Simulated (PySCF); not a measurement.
# MoH₄ (triplet): open-shell or spin-flip excitations

Wanted: open-shell or spin-flip excitations for MoH₄ (triplet) (`[H][Mo]([H])([H])[H]`).

Programs: PySCF 2.14.0, with routines of our own; each step states its level. All values are computed. Atoms count from 0.

## 1. The system as given

5 atoms, charge 0, multiplicity 3; geometry from: GFN2-xTB.

## 2. Open-shell or spin-flip excitations: unrestricted TDDFT PBE0/def2-SVP Mo:def2-TZVP

The job: settings as JSON, then the geometry in Å.

```
{"job": {"kind": "uabs", "xc": "PBE0", "basis": {"default": "def2-SVP", "Mo": "def2-TZVP"}, "nstates": 15, "tda": false, "pol": false}, "charge": 0, "multiplicity": 3}
Mo     0.000960    -0.000350    -0.000090
H      0.009240    -0.016810     1.672470
H      1.574600     0.011040    -0.567810
H     -0.795790     1.368600    -0.538000
H     -0.789010    -1.362480    -0.566580
```

Level: unrestricted TDDFT PBE0/def2-SVP Mo:def2-TZVP, vertical, gas phase, core orbitals frozen in the response.

Run with:

```console
OMP_NUM_THREADS=1 python excited_run.py task.json out
```

One launch serves the whole session: the jobs run in the order shown.

Log:

```text
coarse grid: 18064 points
cycle   1  E = -70.3571840271  dE = -6.594e+00  |g| = 4.485e-01  |ddm| = 2.550e+00
cycle   2  E = -70.1476658081  dE =  2.095e-01  |g| = 7.668e-01  |ddm| = 1.055e+00
cycle   3  E = -70.4691514132  dE = -3.215e-01  |g| = 1.520e-02  |ddm| = 7.241e-01
cycle   4  E = -70.4697329395  dE = -5.815e-04  |g| = 1.285e-02  |ddm| = 4.151e-02
cycle   5  E = -70.4699529131  dE = -2.200e-04  |g| = 3.635e-03  |ddm| = 2.304e-02
cycle   6  E = -70.4700192574  dE = -6.634e-05  |g| = 2.266e-03  |ddm| = 1.866e-02
cycle   7  E = -70.4700262306  dE = -6.973e-06  |g| = 1.002e-03  |ddm| = 5.757e-03
final grid: 35896 points
cycle   8  E = -70.4700344378  dE =  1.811e-07  |g| = 1.325e-03  |ddm| = 2.071e-03
cycle   9  E = -70.4700329816  dE =  1.456e-06  |g| = 2.195e-03  |ddm| = 2.838e-03
cycle  10  E = -70.4700353323  dE = -2.351e-06  |g| = 3.169e-04  |ddm| = 1.903e-03
cycle  11  E = -70.4700353895  dE = -5.723e-08  |g| = 6.546e-05  |ddm| = 2.820e-04
cycle  12  E = -70.4700354121  dE = -2.262e-08  |g| = 7.721e-06  |ddm| = 4.355e-04
cycle  13  E = -70.4700354123  dE = -1.122e-10  |g| = 1.451e-06  |ddm| = 2.366e-05
converged SCF energy = -70.4700354123

<S^2> of the reference = 2.0279 (exact 2.0000)

Excitations
state   eV       nm        f      <S^2>   main configurations
  1   2.5681    482.8   0.00000   2.025   H-1a->La 0.58, H-1a->L+2a 0.14, Ha->L+1a 0.12, Ha->La 0.11  MC
  2   2.5695    482.5   0.00000   2.025   H-1a->L+1a 0.40, Ha->L+1a 0.28, Ha->La 0.15, Ha->L+2a 0.12  MC
  3   2.5707    482.3   0.00000   2.025   Ha->L+2a 0.39, H-1a->L+2a 0.26, Ha->L+1a 0.18, Ha->La 0.10  MC
  4   2.7608    449.1   0.00996   2.023   Ha->La 0.57, H-1a->L+1a 0.17, Ha->L+2a 0.13, H-1a->La 0.09  MC
  5   2.7627    448.8   0.00997   2.023   Ha->L+1a 0.38, H-1a->L+1a 0.20, H-1a->La 0.19, H-1a->L+2a 0.18  MC
  6   2.7643    448.5   0.00996   2.023   H-1a->L+2a 0.35, Ha->L+2a 0.29, H-1a->L+1a 0.21  MC
  7   4.3598    284.4   0.00000   4.000   H-4a->L+2a 0.17, H-2b->L+4b 0.14, H-2a->La 0.13, H-3a->L+1a 0.13  MC
  8   4.4738    277.1   0.00000   2.121   Hb->Lb 0.25, Hb->L+1b 0.24, H-1b->L+1b 0.13, H-2b->Lb 0.12  MC
  9   4.4757    277.0   0.00000   2.120   H-2b->Lb 0.46, Hb->Lb 0.15, H-2b->L+1b 0.10, H-1b->L+1b 0.09  MC
 10   4.4762    277.0   0.00000   2.121   H-1b->L+1b 0.39, Hb->L+1b 0.20, H-1b->Lb 0.14, H-2b->L+1b 0.12  MC
 11   4.6558    266.3   0.00144   2.419   H-1b->Lb 0.25, Hb->Lb 0.20, Hb->L+1b 0.17, H-2b->Lb 0.09  MC
 12   4.6564    266.3   0.00146   2.441   Hb->Lb 0.22, H-1b->Lb 0.19, H-1b->L+1b 0.18, H-2b->Lb 0.15  MC
 13   4.6565    266.3   0.00148   2.446   H-2b->L+1b 0.48, Hb->L+1b 0.19  MC
 14   4.7365    261.8   0.00152   3.630   H-2a->L+1a 0.25, H-3a->La 0.18, Hb->L+3b 0.12, H-2b->L+1b 0.09  MC
 15   4.7380    261.7   0.00153   3.642   H-4a->L+2a 0.20, H-2a->La 0.19, H-2b->L+4b 0.10, Hb->L+2b 0.10  MC
```

Run time: 12 s. Hardware: 1 thread of Intel Xeon at 2.50GHz, shared host; peak memory 0.25 GiB.

Key values:

| quantity | value |
| --- | --- |
| ⟨S²⟩ | 2.028 |

Löwdin spin populations:

| atom | value (e) |
| --- | --- |
| Mo0 | 2.19 |
| H1 | -0.05 |
| H2 | -0.05 |
| H3 | -0.05 |
| H4 | -0.05 |

Orbitals, density, ELF and potential are computed afterwards from the orbital file.

ELF in a plane through or near 3 of the atoms.

Ten even steps from '0' (0.00) to '9' (1.00):
```
0000000000000000000000000000
0000000000000000000000000000
0000000000000000000000000000
0000000000000001100000000000
0000000000000123332100000000
0000000000000134543200000000
0000000000000135654210000000
0000023310000133432100000000
0000389874115765210000000000
0001799998447548510000000000
0002899999746458511000000000
0002899999735764456642100000
0000599999622358999997300000
0000168885211399999999400000
0000002221001499999998200000
0000000000001399999995100000
0000000000000279999840000000
0000000000000012331000000000
0000000000000000000000000000
0000000000000000000000000000
```
The map spans 8.4 Å across and 8.0 Å up, centred on the molecule. Atoms in the plane (x, y in Å): Mo0 (0.0, 0.0), H2 (-1.6, -0.3), H4 (0.9, -1.4).

On the surface of density 0.002 e/bohr³ the electrostatic potential runs, from the 1st to the 99th percentile, from -0.17 to 2.37 V.

The spin density lies nearest to Mo0 67 %; 4 H atoms about 8 % each.

## 3. Open-shell or spin-flip excitations: collinear spin-flip TDA BHandHLYP/def2-SVP Mo:def2-TZVP

The job: settings as JSON, then the geometry in Å.

```
{"job": {"kind": "uabs", "xc": "BHandHLYP", "basis": {"default": "def2-SVP", "Mo": "def2-TZVP"}, "nstates": 10, "tda": false, "pol": false, "spin_flip": true}, "charge": 0, "multiplicity": 3}
Mo     0.000960    -0.000350    -0.000090
H      0.009240    -0.016810     1.672470
H      1.574600     0.011040    -0.567810
H     -0.795790     1.368600    -0.538000
H     -0.789010    -1.362480    -0.566580
```

With the program's defaults for keys left out, this is: collinear spin-flip TDA BHandHLYP/def2-SVP Mo:def2-TZVP, vertical, gas phase, core orbitals frozen in the response.

Log:

```text
coarse grid: 18064 points
cycle   1  E = -70.2672610182  dE = -6.835e+00  |g| = 4.012e-01  |ddm| = 2.532e+00
cycle   2  E = -70.2257462122  dE =  4.151e-02  |g| = 5.339e-01  |ddm| = 7.255e-01
cycle   3  E = -70.3653114235  dE = -1.396e-01  |g| = 2.861e-02  |ddm| = 4.820e-01
cycle   4  E = -70.3668837695  dE = -1.572e-03  |g| = 1.428e-02  |ddm| = 6.805e-02
cycle   5  E = -70.3672437660  dE = -3.600e-04  |g| = 4.516e-03  |ddm| = 3.566e-02
cycle   6  E = -70.3673604099  dE = -1.166e-04  |g| = 2.108e-03  |ddm| = 2.082e-02
cycle   7  E = -70.3673825813  dE = -2.217e-05  |g| = 7.885e-04  |ddm| = 1.196e-02
cycle   8  E = -70.3673834370  dE = -8.558e-07  |g| = 1.278e-04  |ddm| = 2.520e-03
final grid: 35896 points
cycle   9  E = -70.3673905370  dE = -6.595e-09  |g| = 1.490e-04  |ddm| = 3.805e-04
cycle  10  E = -70.3673905291  dE =  7.975e-09  |g| = 2.041e-04  |ddm| = 2.965e-04
cycle  11  E = -70.3673905491  dE = -2.005e-08  |g| = 9.240e-06  |ddm| = 1.767e-04
cycle  12  E = -70.3673905493  dE = -1.704e-10  |g| = 5.674e-06  |ddm| = 1.930e-05
converged SCF energy = -70.3673905493

<S^2> of the reference = 2.0287 (exact 2.0000)

Spin-flip excitations, energies against the reference
state   eV       nm        f      <S^2>   main configurations
  1   0.8424        -   0.00000   2.057   Ha->L+3b 0.42, H-1a->L+4b 0.42  MC
  2   1.5338   1793.2   0.00000   0.034   Ha->L+3b 0.40, H-1a->L+4b 0.40, Ha->L+4b 0.09, H-1a->L+3b 0.09  MC
  3   1.5340   1792.5   0.00000   0.034   Ha->L+4b 0.40, H-1a->L+3b 0.40, H-1a->L+4b 0.09, Ha->L+3b 0.09  MC
  4   2.2470    882.6   0.00000   0.033   H-1a->L+3b 0.43, Ha->L+4b 0.43  MC
  5   2.9810    579.7   0.00000   1.025   H-1a->Lb 0.56, H-1a->L+2b 0.12, Ha->Lb 0.12, Ha->L+1b 0.09  MC
  6   2.9824    579.4   0.00000   1.025   H-1a->L+1b 0.40, Ha->L+1b 0.28, Ha->Lb 0.12  MC
  7   2.9835    579.0   0.00000   1.025   Ha->L+2b 0.42, H-1a->L+2b 0.20, Ha->L+1b 0.13, Ha->Lb 0.10  MC
  8   3.0626    558.4   0.00754   1.023   Ha->Lb 0.53, H-1a->L+1b 0.15, Ha->L+2b 0.12, H-1a->Lb 0.09  MC
  9   3.0644    558.0   0.00755   1.024   Ha->L+1b 0.38, H-1a->L+1b 0.20, H-1a->Lb 0.16, H-1a->L+2b 0.15  MC
 10   3.0661    557.6   0.00755   1.024   H-1a->L+2b 0.39, Ha->L+2b 0.24, H-1a->L+1b 0.16  MC
```

It took 2.9 s on 1 thread of Intel Xeon at 2.50GHz, shared host; peak memory 0.26 GiB.

The ⟨S²⟩ below is that of the reference state, of multiplicity 3.

Key values:

| quantity | value |
| --- | --- |
| low spin less high spin | 0.691 eV |
| ⟨S²⟩ | 2.029 |

## 4. Outcome

| quantity | value |
| --- | --- |
| lowest and brightest state of nearly pure spin, of 15 (step 2, unrestricted TDDFT PBE0/def2-SVP Mo:def2-TZVP) | 2.57 eV; 2.76 eV, f = 0.010 |
| surface potential, 1st and 99th percentile | -0.17 V and 2.37 V |
| low spin less high spin (step 3, collinear spin-flip TDA BHandHLYP/def2-SVP Mo:def2-TZVP) | 0.691 eV |

**Reading.** Steps that list no spin-orbit terms leave them out, which matters at and beside the heavy atoms. States whose ⟨S²⟩ lies well above the reference's are mixtures of spin states, an artefact of the unrestricted response, and are left out of the summary. The geometry comes from tight binding, which is rough for metal atoms, and these values hang on it.
